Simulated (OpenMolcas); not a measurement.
**CH2NSn (SMILES N#[C][SnH2]) at 6 levels**

Wanted: a comparison of 6 runs (UHF/STO-3G, U-revPBE/def2-SVPD, UBHLYP/def2-SVPD, UM06-2X/def2-SVPD, UPBE/def2-SVPD, USVWN5/def2-SVPD) of CH2NSn. 

The results are computed with OpenMolcas 26.06.

## 1. Starting point

CH2NSn: 5 atoms, total charge 0, spin state doublet. SMILES: `N#[C][SnH2]`. The coordinates come from a PBE0-D4/def2-TZVP relaxation.

Bond lengths: N1–C2 1.154 Å, C2–Sn3 2.115 Å, Sn3–H4 1.710 Å, Sn3–H5 1.710 Å. Angles: N1–C2–Sn3 175.8°, C2–Sn3–H4 105.7°, C2–Sn3–H5 105.7°, H4–Sn3–H5 113.6°.

## 2. Energy and forces at UHF/STO-3G (run 1)

File mol.input:

```
&GATEWAY
  BasLib
  $CurrDir
  Coord
  5
  angstrom
  N        0.833800      -1.535700       1.665600
  C        0.506000      -0.851500       0.796000
  Sn       0.009600       0.331100      -0.886300
  H       -1.648500       0.038200      -1.184000
  H        0.349000       1.944400      -0.432600
  Basis
  STO-3G
  Group
  NoSym

&SEWARD

&SCF
  UHF
  Spin
  2
  Thresholds
  1e-10 1e-07 1e-07 1e-05
  PrOrbitals
  1

&ALASKA
```

The basis set STO-3G is read from a file made from the Basis Set Exchange's data (not shown).

Launch:

```bash
$ export MOLCAS_MEM=1860
$ pymolcas mol.input > mol.log
```

Log:

```text
--- Start Module: gateway ---
[...]
--- Stop Module: gateway /rc=_RC_ALL_IS_WELL_ ---
[...]
      Basis functions           39
[...]
--- Start Module: scf ---
[...]
       Convergence after  25 Iterations
[...]
::    Total SCF energy                              -6055.5771030468
[...]
      Total spin, S                                     0.5512664548
[...]
      Total electronic charge=   65.000000
      Total            charge=   -0.000000
[...]
      Dipole Moment (debye):
      Origin of the operator (angstrom)=    0.1189    0.0674   -0.5072
                   X= -4.6991E-01               Y=  2.0252E+00               Z= -3.8994E+00           Total=  4.4190E+00
      Quadrupole Moment (debye*angstrom):
[...]
--- Stop Module: scf /rc=_RC_ALL_IS_WELL_ ---
--- Start Module: alaska ---
[...]
 *              Molecular gradients               *
 **************************************************
  Irreducible representation: a
 ------------------------------------------------------------------------------------------
                              X                       Y                       Z
 ------------------------------------------------------------------------------------------
  N1               -8.84769017493259E-03    1.94714285704656E-02   -2.59231071186079E-02
  C2                1.41695857006330E-02   -3.30595519786887E-02    4.62317501985172E-02
  SN3               1.34009434489292E-02   -4.96760265171226E-03   -2.30251640318215E-02
  H4               -2.61219323709962E-02   -6.71468486703053E-03   -4.94965912008150E-03
  H5                7.39909339635858E-03    2.52704109269679E-02    7.66618007197550E-03
 ------------------------------------------------------------------------------------------
--- Stop Module: alaska /rc=_RC_ALL_IS_WELL_ ---
[...]
```

Wall time 2.2 s (1 thread of Intel Xeon 6975P-C (Granite Rapids), shared host); peak memory 0.37 GiB.

## 3. Energy and gradient at U-revPBE/def2-SVPD (core potential) (run 2)

File test.inp:

```
&GATEWAY
 BasLib=$CurrDir
 Coord
 5
 angstrom
 N        0.833800      -1.535700       1.665600
 C        0.506000      -0.851500       0.796000
 Sn       0.009600       0.331100      -0.886300
 H       -1.648500       0.038200      -1.184000
 H        0.349000       1.944400      -0.432600
 Basis=def2-SVPD
 Group=NoSym

&SEWARD
 GridInput
 Grid=UltraFine
 End of Grid

&SCF
 UHF
 Spin=2
 KSDFT=revPBE
 Thresholds=1e-10 1e-07 1e-07 1e-05
 PrOrbitals=1

&ALASKA
```

The basis set def2-SVPD is read from a file made from the Basis Set Exchange's data (not shown).

Launch:

```bash
$ export MOLCAS_MEM=1860
$ pymolcas test.inp > test.log
```

Log:

```text
--- Start Module: gateway ---
[...]
--- Stop Module: gateway /rc=_RC_ALL_IS_WELL_ ---
[...]
      Basis functions           88
[...]
--- Start Module: scf ---
[...]
       Convergence after  22 Iterations
[...]
::    Total KS-DFT energy                            -308.2416816603
[...]
      Total spin, S                                     0.5007932047
[...]
      Total electronic charge=   37.000000
      Total            charge=   -0.000000
[...]
      Dipole Moment (debye):
      Origin of the operator (angstrom)=    0.1189    0.0674   -0.5072
                   X= -9.2233E-01               Y=  2.2653E+00               Z= -3.3050E+00           Total=  4.1116E+00
      Quadrupole Moment (debye*angstrom):
[...]
--- Stop Module: scf /rc=_RC_ALL_IS_WELL_ ---
[...]
--- Start Module: alaska ---
[...]
 *              Molecular gradients               *
 **************************************************
  Irreducible representation: a
 ------------------------------------------------------------------------------------------
                              X                       Y                       Z
 ------------------------------------------------------------------------------------------
  N1               -1.56731883657439E-02    3.25758770109967E-02   -4.11769274311489E-02
  C2                1.32484456278479E-02   -2.67433320108581E-02    3.28048643699486E-02
  SN3              -2.97606881650225E-03   -3.96770088594955E-04    8.92117299861006E-03
  H4                6.55091275653685E-03    9.57136367616074E-04    1.17170804291455E-03
  H5               -1.15010120213366E-03   -6.39291127918362E-03   -1.72081798034751E-03
 ------------------------------------------------------------------------------------------
--- Stop Module: alaska /rc=_RC_ALL_IS_WELL_ ---
[...]
```

Wall time 34 s (1 thread of Intel Xeon 6975P-C (Granite Rapids), shared host); peak memory 0.48 GiB.

Runs 3 to 5 aren't shown in full; the table further down has their settings and results.

## 4. Energy and gradient at USVWN5/def2-SVPD (core potential) (run 6)

File mol.xyz:

```xyz
5

N      0.833800    -1.535700     1.665600
C      0.506000    -0.851500     0.796000
Sn     0.009600     0.331100    -0.886300
H     -1.648500     0.038200    -1.184000
H      0.349000     1.944400    -0.432600
```

File test.input:

```
* CH2NSn Kohn-Sham DFT
>>> EXPORT MOLCAS_PRINT=2

&GATEWAY
  BASLIB=$CurrDir
  COORD=mol.xyz
  BASIS=def2-SVPD
  GROUP=NoSym

&SEWARD
  GRIDINPUT
  Grid=UltraFine
  End of Grid

&SCF
  UHF
  SPIN=2
  KSDFT=SVWN5
  THRESHOLDS=1e-10 1e-07 1e-07 1e-05
  PRORBITALS=1 1

&ALASKA
```

The basis set def2-SVPD is read from a file made from the Basis Set Exchange's data (not shown).

Launch:

```bash
$ export MOLCAS_MEM=1860
$ pymolcas test.input > test.log
```

Log:

```text
--- Start Module: gateway ---
[...]
--- Stop Module: gateway /rc=_RC_ALL_IS_WELL_ ---
[...]
      Basis functions           88
[...]
--- Start Module: scf ---
[...]
       Convergence after  22 Iterations
[...]
::    Total KS-DFT energy                            -307.0704449284
[...]
      Total spin, S                                     0.5003691687
[...]
      Total electronic charge=   37.000000
      Total            charge=   -0.000000
[...]
      Dipole Moment (debye):
      Origin of the operator (angstrom)=    0.1189    0.0674   -0.5072
                   X= -1.0384E+00               Y=  2.4114E+00               Z= -3.3672E+00           Total=  4.2698E+00
      Quadrupole Moment (debye*angstrom):
[...]
--- Stop Module: scf /rc=_RC_ALL_IS_WELL_ ---
[...]
--- Start Module: alaska ---
[...]
 *              Molecular gradients               *
 **************************************************
  Irreducible representation: a
 ------------------------------------------------------------------------------------------
                              X                       Y                       Z
 ------------------------------------------------------------------------------------------
  N1               -9.97212386549240E-03    2.06621624512202E-02   -2.60149324770858E-02
  C2                1.06241868864907E-02   -2.20040574050255E-02    2.76721283322265E-02
  SN3              -2.73995531890270E-03    3.35016460383919E-03   -1.21816468963587E-03
  H4                3.00611731597300E-03    8.68788941563614E-04    5.16746060298390E-04
  H5               -9.18225018083030E-04   -2.87705859161580E-03   -9.55777225852716E-04
 ------------------------------------------------------------------------------------------
--- Stop Module: alaska /rc=_RC_ALL_IS_WELL_ ---
[...]
```

Run time: 22 s. Hardware: 1 thread of Intel Xeon 6975P-C (Granite Rapids), shared host; peak memory 0.48 GiB.

## 5. Overview of the runs

| run | level | integration grid | task | energy (Eh) | dipole moment (D) | HOMO energy (eV) | LUMO energy (eV) | wall time |
| --- | --- | --- | --- | --- | --- | --- | --- | --- |
| 1 | UHF/STO-3G | – | gradient | -6055.577103 | 4.42 | -6.79 | 3.93 | 2.2 s |
| 2 | U-revPBE/def2-SVPD (core potential) | UltraFine | gradient | -308.241682 | 4.11 | -5.96 | -4.74 | 34 s |
| 3 | UBHLYP/def2-SVPD (core potential) | UltraFine | gradient | -308.088864 | 4.47 | -7.93 | -3.25 | 35 s |
| 4 | UM06-2X/def2-SVPD (core potential) | UltraFine | energy | -308.114167 | 4.38 | -8.07 | -3.88 | 41 s |
| 5 | UPBE/def2-SVPD (core potential) | UltraFine | gradient | -308.098628 | 4.15 | -5.99 | -4.87 | 34 s |
| 6 | USVWN5/def2-SVPD (core potential) | UltraFine | gradient | -307.070445 | 4.27 | -6.06 | -5.21 | 22 s |

## 6. Summary of results

| quantity | value |
| --- | --- |
| run 6: total energy | -307.07044 Eh |
| run 6: dipole moment | 4.27 D |
| run 6: HOMO energy (highest over α and β) | -6.06 eV |
| run 6: LUMO energy (lowest over α and β) | -5.21 eV |
| run 6: ⟨S²⟩ | 0.751 |
| run 6: largest force on an atom | 1.898 eV/Å |

In words: The dipole moment (its size) runs from 4.11 D (U-revPBE/def2-SVPD) to 4.47 D (UBHLYP/def2-SVPD). Totals of different functionals can't be ranked against each other. Some runs of one species differ in core potentials or relativity; totals across that change don't compare. In run 1 the basis is minimal, so the values are rough. In run 1 relativity is left out where basis or elements ask for it. Spin contamination of the reference: run 1 ⟨S²⟩ = 0.86. All runs together took 2.8 min, the longest 41 s.
